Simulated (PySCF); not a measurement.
# CH3F3GeS: the cost of one run

Programs: PySCF 2.14.0, with density-fitted response routines of our own. Each step states its level of theory. These are calculated values for one molecule in the gas phase, unless marked as measured. Atoms are numbered from 0 throughout.

### 1 Starting geometry

9 atoms, charge 0, multiplicity 1; geometry from: PBE0-D3(BJ)/def2-SVP.

Bonds of the start (Å): F0–C1 1.34, C1–F2 1.33, C1–F3 1.34, C1–Ge4 2.00, Ge4–S5 2.21, Ge4–H6 1.53, Ge4–H7 1.53, S5–H8 1.35.

### 2 Core-electron binding energies: SCAN, X2C

The job: settings as JSON, then the geometry in Å.

```
{"job": {"kind": "xps"}, "charge": 0, "multiplicity": 1}
F     -0.835065    -1.379318    -1.009779
C     -1.090756    -0.500019    -0.029800
F     -1.291161    -1.194666     1.090910
F     -2.241250     0.117102    -0.334496
Ge     0.398068     0.821248     0.153565
S      2.277099    -0.286486     0.526721
H      0.446067     1.630680    -1.149779
H      0.139215     1.689311     1.387782
H      2.255550    -0.914065    -0.669566
```

Method: delta-SCF UKS SCAN, pcX-2 on the ionised atom, pcseg-1 elsewhere, spin-free X2C.

On the command line:

```
> OMP_NUM_THREADS=1 python probes_run.py task.json out
```

One launch serves the whole session: the jobs run in the order shown.

Q: Estimate the wall time and peak memory of this first job on 1 thread of Arm Neoverse V2, shared host.

About 17 s, with a peak of 0.48 GiB.
